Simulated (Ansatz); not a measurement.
# GaH5O2Si: ionisation energy by level of theory

An exercise on one series of results from a longer session: the logs are not shown, and one member is left open.

Program: Ansatz 0.2.0, Gaussian basis. Level of theory: unrestricted cation, the program's frozen cores in correlated methods. These are calculated values, not measurements.

The runs, in order: UKS PBE-D4/def2-TZVPP; UKS r2SCAN-D4/def2-TZVPP; UKS PBE0-D4/def2-TZVPP; UKS B3LYP-D4/def2-TZVPP; UKS wB97X-V/def2-TZVPP; UKS wB97M-V/def2-TZVPP; UKS B2PLYP/def2-TZVPP; UHF-CCSD(T)/def2-TZVPP; UHF-MP2/def2-QZVPP; extrapolation to the limit; then −ε(HOMO) from the neutral's earlier runs with LDA (SPW92), PBE-D4, revPBE-D4, BLYP-D4, r2SCAN-D4, B97M-V, PBE0-D4, B3LYP-D4, r2SCANh-D4, r2SCAN0-D4, HSE06-D4, BHLYP-D4, CAM-B3LYP-D4, LC-ωPBE, ωB97X-V, ωB97M-V.

## The geometry

An earlier PBE0-D4 in a triple-zeta def2 set relaxation fixed the geometry.

SMILES `O[SiH2][GaH][OH]`, 9 atoms, charge 0, spin multiplicity 1.

Atoms are counted from 1 here; the program's logs count them from 0.

Bond lengths: O1–Si2 1.651 Å, O1–H5 0.965 Å, Si2–Ga3 2.403 Å, Si2–H6 1.489 Å, Si2–H7 1.489 Å, Ga3–O4 1.813 Å, Ga3–H8 1.567 Å, O4–H9 0.959 Å. Angles: Si2–O1–H5 113.2°, O1–Si2–Ga3 101.7°, O1–Si2–H6 110.7°, O1–Si2–H7 110.7°, Ga3–Si2–H6 113.4°, Ga3–Si2–H7 113.5°, H6–Si2–H7 106.9°, Si2–Ga3–O4 98.0°, Si2–Ga3–H8 145.5°, O4–Ga3–H8 116.6°, Ga3–O4–H9 117.7°.

Set-up of the first run:

in.yaml reads:

```yaml
crystal:
  periodic: [false, false, false]
  atoms:
    - {symbol: O, position_ang: [-0.717364, 1.623574, -0.610046]}
    - {symbol: Si, position_ang: [0.805283, 0.988905, -0.553566]}
    - {symbol: Ga, position_ang: [0.402281, -1.157905, 0.448693]}
    - {symbol: O, position_ang: [-1.393379, -1.007744, 0.649635]}
    - {symbol: H, position_ang: [-1.388693, 1.032035, -0.249132]}
    - {symbol: H, position_ang: [1.708726, 1.857539, 0.251298]}
    - {symbol: H, position_ang: [1.391025, 0.905617, -1.920381]}
    - {symbol: H, position_ang: [1.053406, -2.496163, 0.939804]}
    - {symbol: H, position_ang: [-1.861275, -1.745869, 1.043704]}
basis:
  gaussian: {orbitals: def2-TZVPP}
total_charge: 1
magnetization: {spin_polarized: true, initial_magnetization: 1}
hamiltonian: {xc: pbe, dispersion: d4}
```

The run is started by

```console
> ansatz run in.yaml --threads 2 --pin off --events-out ev --progress --plain --max-ram 22528MiB --backend cpu
```

Among the steps run: Cation, UKS PBE-D4/def2-TZVPP; Cation, UKS r2SCAN-D4/def2-TZVPP; Cation, UKS PBE0-D4/def2-TZVPP; Cation, UKS B3LYP-D4/def2-TZVPP; Cation, UKS wB97X-V/def2-TZVPP; Cation, UKS wB97M-V/def2-TZVPP; Cation, UKS B2PLYP (frozen core)/def2-TZVPP; Cation, UHF-CCSD(T)/def2-TZVPP; Cation, UHF-MP2/def2-QZVPP.

One table of the session follows, with a row left open; its other results are not shown here.

It belongs to the step «Ionisation energies side by side». Orbital estimates, from the neutral's runs:

| functional | −ε(HOMO) (eV) |
| --- | --- |
| LDA (SPW92) | 6.56 |
| PBE-D4 | 6.45 |
| revPBE-D4 | 6.40 |
| BLYP-D4 | 6.33 |
| r2SCAN-D4 | 6.72 |
| B97M-V | 6.81 |
| PBE0-D4 | 7.59 |
| B3LYP-D4 | 7.40 |
| r2SCANh-D4 | 7.13 |
| r2SCAN0-D4 | 7.76 |
| HSE06-D4 | 7.19 |
| BHLYP-D4 | 8.64 |
| CAM-B3LYP-D4 | 8.88 |
| LC-ωPBE | 10.16 |
| ωB97X-V | 9.84 |
| ωB97M-V | ? |

Q: Estimate the row for ωB97M-V from the others.

As computed: −ε(HOMO) (eV): 9.64. In the column «−ε(HOMO) (eV)» it lies between CAM-B3LYP-D4 (8.88) and ωB97X-V (9.84).
